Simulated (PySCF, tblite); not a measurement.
# C7H9O radical: geometry, infrared bands and EPR parameters

Wanted: the infrared bands and EPR parameters of C7H9O radical (`C=CC[C]1C=CCO1`), by calculation.

The runs use tblite 0.8.0 and PySCF 2.14.0, with density-fitted response routines of our own; the level of theory stands in each step. All values are computed, except where a source is named. Atoms are numbered from 0 throughout.

### 1 The starting structure

17 atoms, charge 0, multiplicity 2; geometry from: force field or distance geometry start.

Bonds of the start (Å): C0–C1 1.36, C1–C2 1.49, C2–C3 1.53, C3–C4 1.50, C4–C5 1.35, C5–C6 1.49, C6–O7 1.41, O7–C3 1.38, C0–H8 1.10, C0–H9 1.08, C1–H10 1.09, C2–H11 1.12, C2–H12 1.11, C4–H13 1.10, C5–H14 1.08, C6–H15 1.11, C6–H16 1.10.

### 2 Optimising the geometry with GFN2-xTB

Job settings and geometry (Å):

```
{"job": {"kind": "relax", "xc": "GFN2-xTB", "basis": "xTB"}, "charge": 0, "multiplicity": 2}
C      3.053200     0.055600    -0.034500
C      1.744000     0.346300     0.199400
C      0.713600    -0.725000     0.073100
C     -0.239400    -0.195200    -0.995500
C     -0.857600     1.100700    -0.570200
C     -2.126000     0.840000    -0.192800
C     -2.321700    -0.629200    -0.351800
O     -1.300000    -1.039500    -1.230700
H      3.786000     0.869500     0.082600
H      3.356900    -0.938800    -0.329100
H      1.433200     1.340300     0.507800
H      1.225800    -1.617700    -0.371300
H      0.227700    -0.978200     1.038700
H     -0.362200     2.085500    -0.595100
H     -2.852800     1.558000     0.167000
H     -2.183900    -1.201600     0.587500
H     -3.303700    -0.858500    -0.786700
```

Command:

```sh
> OMP_NUM_THREADS=1 python probes_run.py task.json out
```

One launch serves the whole session: the jobs run in the order shown.

What it wrote:

```text
step      E/eV     max force
  0    -639.15021    2.757
  1    -639.35847    2.114
  2    -639.46968    0.984
  3    -639.52759    0.603
  4    -639.57124    0.469
  5    -639.61446    0.519
  6    -639.67353    0.871
  7    -639.73303    0.767
  8    -639.77951    0.493
  9    -639.82817    0.619
 10    -639.88528    0.733
 11    -639.95193    0.840
 12    -640.02691    0.795
 13    -640.09511    0.578
 14    -640.15405    0.568
 15    -640.22085    0.667
 16    -640.29183    0.590
 17    -640.34241    0.483
 18    -640.38715    0.482
 19    -640.40931    0.681
 20    -640.44302    0.485
 21    -640.46708    0.372
 22    -640.50962    0.376
 23    -640.52794    0.368
 24    -640.55217    0.337
 25    -640.57077    0.323
 26    -640.59028    0.314
 27    -640.60531    0.320
 28    -640.61947    0.255
 29    -640.62891    0.227
 30    -640.63725    0.212
 31    -640.64496    0.196
 32    -640.65187    0.143
 33    -640.65527    0.107
 34    -640.65681    0.087
 35    -640.65791    0.081
 36    -640.65892    0.091
 37    -640.65974    0.096
 38    -640.66039    0.060
 39    -640.66085    0.054
 40    -640.66119    0.047
 41    -640.66151    0.054
 42    -640.66188    0.059
 43    -640.66229    0.057
 44    -640.66268    0.054
 45    -640.66308    0.060
 46    -640.66357    0.067
 47    -640.66424    0.084
 48    -640.66510    0.097
 49    -640.66619    0.104
 50    -640.66760    0.114
 51    -640.66950    0.115
 52    -640.67192    0.132
 53    -640.67452    0.137
 54    -640.67699    0.125
 55    -640.67925    0.119
 56    -640.68141    0.119
 57    -640.68369    0.169
 58    -640.68557    0.143
 59    -640.68782    0.245
 60    -640.68996    0.163
 61    -640.69207    0.099
 62    -640.69337    0.087
 63    -640.69497    0.087
 64    -640.69597    0.101
 65    -640.69689    0.112
 66    -640.69811    0.181
 67    -640.69954    0.114
 68    -640.70227    0.177
 69    -640.70384    0.192
 70    -640.70673    0.207
 71    -640.70881    0.105
 72    -640.70991    0.134
 73    -640.71104    0.074
 74    -640.71178    0.068
 75    -640.71270    0.054
 76    -640.71309    0.061
 77    -640.71343    0.066
 78    -640.71372    0.058
 79    -640.71405    0.048
 80    -640.71444    0.053
 81    -640.71476    0.046
 82    -640.71505    0.041
 83    -640.71535    0.042
 84    -640.71564    0.048
 85    -640.71588    0.034
 86    -640.71604    0.034
 87    -640.71615    0.026
 88    -640.71624    0.024
 89    -640.71634    0.029
 90    -640.71643    0.027
 91    -640.71651    0.023
 92    -640.71656    0.015
 93    -640.71660    0.019
 94    -640.71662    0.012
 95    -640.71665    0.013
 96    -640.71667    0.018
 97    -640.71670    0.023
 98    -640.71673    0.023
 99    -640.71677    0.014
100    -640.71680    0.013
101    -640.71684    0.017
102    -640.71686    0.020
103    -640.71689    0.015
104    -640.71692    0.012
105    -640.71695    0.012
106    -640.71699    0.020
107    -640.71704    0.027
108    -640.71712    0.025
109    -640.71720    0.021
110    -640.71726    0.021
111    -640.71732    0.021
112    -640.71742    0.027
113    -640.71759    0.035
114    -640.71783    0.040
115    -640.71810    0.042
116    -640.71838    0.048
117    -640.71871    0.057
118    -640.71923    0.063
119    -640.72002    0.067
120    -640.72088    0.070
121    -640.72159    0.052
122    -640.71882    0.182
123    -640.72221    0.037
124    -640.72246    0.038
125    -640.72319    0.078
126    -640.72358    0.046
127    -640.72421    0.048
128    -640.72452    0.053
129    -640.72496    0.051
130    -640.72518    0.068
131    -640.72564    0.033
132    -640.72579    0.029
133    -640.72596    0.034
134    -640.72606    0.045
135    -640.72624    0.052
136    -640.72650    0.047
137    -640.72675    0.033
138    -640.72678    0.085
139    -640.72726    0.027
140    -640.72758    0.035
141    -640.72368    0.248
142    -640.72795    0.044
143    -640.72816    0.028
144    -640.72714    0.165
145    -640.72866    0.028
146    -640.72895    0.036
147    -640.72480    0.234
148    -640.72934    0.039
149    -640.72962    0.041
150    -640.72667    0.211
151    -640.73023    0.030
152    -640.73061    0.041
153    -640.72655    0.208
154    -640.73118    0.031
155    -640.73151    0.039
156    -640.73068    0.157
157    -640.73215    0.029
158    -640.73243    0.041
159    -640.73236    0.104
160    -640.73303    0.041
161    -640.73328    0.042
162    -640.73337    0.125
163    -640.73435    0.022
164    -640.73473    0.023
165    -640.73076    0.232
166    -640.73517    0.022
167    -640.73541    0.021
168    -640.73046    0.249
169    -640.73569    0.017
170    -640.73585    0.018
171    -640.73565    0.080
172    -640.73614    0.017
173    -640.73623    0.020
174    -640.73632    0.033
175    -640.73639    0.029
176    -640.73652    0.017
177    -640.73661    0.021
178    -640.73664    0.010
```

Run time: 1.2 s. Hardware: 1 thread of Arm Neoverse V1, shared host.

Step by step: (not every step is listed)

| step | energy from step 0 (eV) | largest force (eV/Å) |
| --- | --- | --- |
| 0 | 0.0000 | 2.7571 |
| 1 | -0.2083 | 2.1139 |
| 2 | -0.3195 | 0.9844 |
| 3 | -0.3774 | 0.6028 |
| 4 | -0.4210 | 0.4686 |
| 5 | -0.4642 | 0.5189 |
| 6 | -0.5233 | 0.8706 |
| 7 | -0.5828 | 0.7668 |
| 8 | -0.6293 | 0.4930 |
| 24 | -1.4020 | 0.3365 |
| 40 | -1.5110 | 0.0470 |
| 56 | -1.5312 | 0.1189 |
| 72 | -1.5597 | 0.1338 |
| 88 | -1.5660 | 0.0239 |
| 104 | -1.5667 | 0.0122 |
| 120 | -1.5707 | 0.0698 |
| 136 | -1.5763 | 0.0468 |
| 152 | -1.5804 | 0.0407 |
| 168 | -1.5802 | 0.2493 |
| 173 | -1.5860 | 0.0203 |
| 174 | -1.5861 | 0.0330 |
| 175 | -1.5862 | 0.0291 |
| 176 | -1.5863 | 0.0170 |
| 177 | -1.5864 | 0.0209 |
| 178 | -1.5864 | 0.0100 |

Close pairs (by a distance rule), those that changed most:

| bond | before (Å) | after (Å) | change (Å) |
| --- | --- | --- | --- |
| C3–C4 | 1.497 | 1.384 | -0.113 |
| C0–C1 | 1.361 | 1.320 | -0.042 |
| C2–C3 | 1.527 | 1.487 | -0.040 |
| C4–H13 | 1.103 | 1.072 | -0.030 |
| C2–H11 | 1.121 | 1.091 | -0.030 |
| C4–C5 | 1.349 | 1.375 | +0.026 |
| C0–H8 | 1.101 | 1.077 | -0.025 |
| C2–H12 | 1.110 | 1.092 | -0.018 |

The final coordinates are the input of the step that follows.

### 3 Infrared spectrum with GFN2-xTB

Job settings and geometry (Å):

```
{"job": {"kind": "ir", "xc": "GFN2-xTB", "basis": "xTB"}, "charge": 0, "multiplicity": 2}
C      2.882269     0.567004     0.258828
C      1.845657    -0.171670     0.606719
C      1.028045    -0.990282    -0.355214
C     -0.344645    -0.423650    -0.427278
C     -0.847186     0.623004    -1.181156
C     -2.163633     0.819073    -0.835898
C     -2.491912    -0.178872     0.224268
O     -1.297210    -0.918261     0.423321
H      3.426277     1.160275     0.974083
H      3.236623     0.603037    -0.758624
H      1.498586    -0.191951     1.630815
H      1.488480    -0.971975    -1.344177
H      0.964681    -2.021345     0.000195
H     -0.286041     1.170457    -1.912670
H     -2.862464     1.531693    -1.220343
H     -2.790090     0.281978     1.179980
H     -3.294434    -0.876485    -0.064416
```

What it wrote:

```text
mode    cm-1     km/mol
  1      27.5      0.03
  2      55.8      0.13
  3     128.1      1.02
  4     252.3     10.41
  5     287.2      1.63
  6     336.8      1.63
  7     403.5      1.26
  8     528.4      3.37
  9     575.3      4.61
 10     594.3     14.61
 11     711.5      5.15
 12     769.7      0.76
 13     837.7      3.06
 14     883.4      1.86
 15     892.5     33.13
 16     924.2     19.52
 17     944.5     12.70
 18     946.1      2.79
 19     979.5      8.64
 20    1018.0     18.39
 21    1034.7     20.05
 22    1068.5      2.11
 23    1080.2     15.54
 24    1112.7      2.31
 25    1167.4     13.05
 26    1212.0      3.09
 27    1243.5     15.43
 28    1267.3      6.74
 29    1290.9      4.33
 30    1306.7     59.86
 31    1410.9      3.82
 32    1415.7      5.99
 33    1438.7      3.71
 34    1455.8      2.68
 35    1489.0     18.76
 36    1707.5     35.97
 37    2790.9     39.03
 38    2852.5     65.64
 39    2969.7     21.27
 40    2986.4     23.52
 41    3067.0     26.04
 42    3096.4     22.52
 43    3123.1     52.04
 44    3164.4     16.06
 45    3186.9     16.69
```

It took 0.56 s on 1 thread of Arm Neoverse V1, shared host.

Which atoms move in the most intense modes:

| cm⁻¹ | km/mol | atoms |
| --- | --- | --- |
| 892 | 33.1 | H8 34 %, C0 12 %, O7 11 % |
| 1307 | 59.9 | C3 35 %, O7 14 % |
| 1708 | 36.0 | C1 50 %, C0 42 % |
| 2791 | 39.0 | H15 49 %, H16 42 % |
| 2852 | 65.6 | H16 51 %, H15 45 % |
| 2986 | 23.5 | H11 91 % |
| 3067 | 26.0 | H10 90 % |
| 3123 | 52.0 | H8 63 %, H9 25 % |

### 4 EPR parameters: B3LYP/pcH-1

Settings changed since step 3:

```diff
@@ -1,2 +1,2 @@
-{"job": {"kind": "ir", "xc": "GFN2-xTB", "basis": "xTB"}, "charge": 0, "multiplicity": 2}
+{"job": {"kind": "epr", "basis": "pcH-1"}, "charge": 0, "multiplicity": 2}
 C      2.882269     0.567004     0.258828
```

Level: UKS B3LYP, pcH-1 on C H O, non-relativistic, mean-field spin-orbit, GIAO.

What it wrote:

```text
UKS, coarse grid
  cycle   1  E = -347.23515215  |g| = 4.54e-01
  cycle   2  E = -347.16935866  |g| = 6.36e-01
  cycle   3  E = -347.31926027  |g| = 1.10e-01
  cycle   4  E = -347.32359230  |g| = 3.73e-02
  cycle   5  E = -347.32426878  |g| = 1.22e-02
  cycle   6  E = -347.32434644  |g| = 6.43e-03
  cycle   7  E = -347.32437841  |g| = 3.05e-03
  cycle   8  E = -347.32438634  |g| = 1.88e-03
  cycle   9  E = -347.32438879  |g| = 3.69e-04
UKS, final grid
  cycle   1  E = -347.32438297  |g| = 6.20e-04
  cycle   2  E = -347.32438251  |g| = 1.15e-03
  cycle   3  E = -347.32438316  |g| = 7.95e-05
  cycle   4  E = -347.32438317  |g| = 2.64e-05
E = -347.32438317 Eh   <S^2> = 0.7696 (exact 0.7500)
g shifts (ppm)      1          2          3
  rmc          -179       -179       -179
  gc             -3         40         46
  oz_so         -27       1202       1755
  total        -209       1063       1622
hyperfine (MHz)  atom isotope    a_iso     a_fc   dipolar eigenvalues
    0   13C       1.85       1.85     -2.76     -1.98      4.74
    1   13C      41.09      41.09     -4.36     -1.97      6.34
    2   13C     -17.38     -17.38     -1.16      0.22      0.94
    3   13C      50.03      50.03    -46.07    -44.51     90.58
    4   13C     -39.50     -39.50    -21.83      9.99     11.84
    5   13C      50.65      50.65    -47.65    -45.72     93.37
    6   13C     -30.13     -30.13     -1.05      0.19      0.86
    7   17O     -15.32     -15.32    -44.48     20.94     23.55
    8    1H       0.25       0.25     -1.52     -0.65      2.17
    9    1H      -1.39      -1.39     -1.04     -0.43      1.46
   10    1H      -1.27      -1.27     -2.49     -1.32      3.81
   11    1H      19.73      19.73     -3.21     -2.65      5.86
   12    1H      16.94      16.94     -3.00     -2.65      5.65
   13    1H       7.68       7.68     -4.29      0.09      4.20
   14    1H     -39.61     -39.61    -23.44      0.06     23.39
   15    1H     113.27     113.27     -3.35     -1.12      4.47
   16    1H     111.04     111.04     -3.35     -1.14      4.49
```

Wall time 90 s (1 thread of Arm Neoverse V1, shared host); peak memory 1 GiB.

Principal g values 2.00211, 2.00338, 2.00394; g(iso) = 2.00314, against 2.00232 for a free electron.

Mean a(iso) over the nuclei that a row names, and the largest dipolar term of the row (other rows stand at the frozen geometry):

```csv
nuclei,isotope,a(iso) (MHz),"a(iso) (G, at g = 2.0023)",largest dipolar term (MHz)
"H15, H16",1H,112.2,40.0,4.5
C5,13C,50.6,18.1,93.4
C3,13C,50.0,17.9,90.6
C1,13C,41.1,14.7,6.3
H14,1H,-39.6,-14.1,-23.4
C4,13C,-39.5,-14.1,-21.8
C6,13C,-30.1,-10.8,-1.1
"H11, H12",1H,18.3,6.5,5.9
C2,13C,-17.4,-6.2,-1.2
O7,17O,-15.3,-5.5,-44.5
H13,1H,7.7,2.7,-4.3
C0,13C,1.8,0.7,4.7
H9,1H,-1.4,-0.5,1.5
H10,1H,-1.3,-0.5,3.8
```

Mulliken spin populations:

C0 0.03; C1 0.01; C2 -0.04; C3 0.50; C4 -0.20; C5 0.58; C6 -0.06; O7 0.09; H8 0.00; H9 0.00; H10 0.00; H11 0.01; H12 0.01; H13 0.01; H14 -0.03; H15 0.05; H16 0.05

In first order the couplings over 0.8 MHz of 1H give 144 distinct lines over 111.0 G, if the averaged nuclei exchange fast.

Orbitals, density, ELF and potential are computed afterwards from the orbital file.

ELF in a plane through or near 6 of the atoms.

Ten even steps from ' ' (0.00) to '@' (1.00):
```
                                                        
                                                        
                                                        
                          --**++                        
                        ::@@@@@@++                      
          ++##**::      --@@@@@@##..  ::++++--          
        ::@@@@@@**      ..%%@@@@##==--++####==          
        ==@@@@@@%%..      --##--::%%##**##**--          
        --@@@@@@++        ::##==::%%##****--            
        ..**%%**::..::----==**%%++::++##==..            
        ..==++++====##****%%**::--  --**++++==          
        ::++******##@@##**%%::####++==**@@@@@@**        
        ..++****++++**++--::::##--##++++@@@@@@%%..      
          --==--::....::::  ::%%%%%%--..##@@@@**        
            ....      ....  ::##%%##::  ::##**..        
                              ::--::                    
                                                        
                                                        
                                                        
                                                        
```
The map spans 12.2 Å across and 9.3 Å up, centred on the molecule. Atoms in the plane (x, y in Å): C3 (0.4, -0.1), C4 (0.9, 1.1), O7 (1.2, -1.2), H9 (-3.2, 1.1), H13 (0.4, 2.0), H16 (3.3, -0.9).

log10 of the density (e/Å³) in the same plane.

Values, 10 rows by 14 columns:
```
-4.0 -4.0 -4.0 -4.0 -4.0 -4.0 -4.0 -4.0 -4.0 -4.0 -4.0 -4.0 -4.0 -4.0
-4.0 -4.0 -4.0 -4.0 -4.0 -4.0 -3.5 -2.9 -3.0 -3.5 -3.7 -4.0 -4.0 -4.0
-4.0 -4.0 -3.6 -2.9 -3.0 -3.3 -2.3 -1.2 -1.5 -2.1 -2.2 -2.7 -4.0 -4.0
-4.0 -3.5 -2.2 -1.1 -1.4 -2.2 -1.6  0.1 -0.1 -0.6 -0.8 -1.6 -3.3 -4.0
-4.0 -3.0 -1.6 -0.1 -0.6 -1.2 -1.1  0.1  0.3  0.1 -0.4 -1.6 -3.2 -4.0
-4.0 -3.0 -1.8 -0.7 -0.4  0.0  0.0  1.6 -0.2 -0.3 -0.3 -1.2 -2.8 -4.0
-4.0 -3.7 -2.3 -1.4 -0.7 -0.2 -0.4 -0.3  1.2 -0.1  0.0 -0.6 -2.5 -4.0
-4.0 -4.0 -3.3 -2.3 -1.8 -1.5 -1.4 -1.1 -0.3 -1.0 -1.5 -1.8 -3.1 -4.0
-4.0 -4.0 -4.0 -3.9 -3.3 -2.9 -2.9 -2.9 -2.4 -2.8 -3.2 -3.4 -4.0 -4.0
-4.0 -4.0 -4.0 -4.0 -4.0 -4.0 -4.0 -4.0 -4.0 -4.0 -4.0 -4.0 -4.0 -4.0
```
The map spans 12.2 Å across and 9.3 Å up, centred on the molecule. Atoms in the plane (x, y in Å): C3 (0.4, -0.1), C4 (0.9, 1.1), O7 (1.2, -1.2), H9 (-3.2, 1.1), H13 (0.4, 2.0), H16 (3.3, -0.9).

On the surface of density 0.002 e/bohr³ the electrostatic potential runs, from the 1st to the 99th percentile, from -1.10 V near O7 to 0.86 V near H13.

The spin density lies nearest to C3, C5 about 30 % each; O7 9 %; C4 8 % (beta excess).

### 5 Results

| quantity | value |
| --- | --- |
| strongest single infrared mode (GFN2-xTB) | 2852 cm⁻¹, 66 km/mol |
| zero-point energy (GFN2-xTB) | 85.8 kcal/mol |
| g(iso) (B3LYP) | 2.00314 |
| ⟨S²⟩ | 0.770 (exact 0.75) |
| largest a(iso) (averaged by class) | 1H on H15, H16, 112.2 MHz |
| surface potential, 1st and 99th percentile | -1.10 V and 0.86 V |

Over 178 steps the energy fell by 1.586 eV; of the close pairs, C3–C4 changed most, 1.497 to 1.384 Å. All 45 modes are real, so the xTB geometry is a minimum. The strongest single mode, at 2852 cm⁻¹, moves mainly H16 and H15. Unscaled tight-binding wavenumbers are off by several per cent, some by more. Its intensities can rank the bands wrongly. The largest spin populations lie on C5 (0.58 e), C3 (0.50 e). The isotropic g lies 0.8 ppt above the free-electron value.
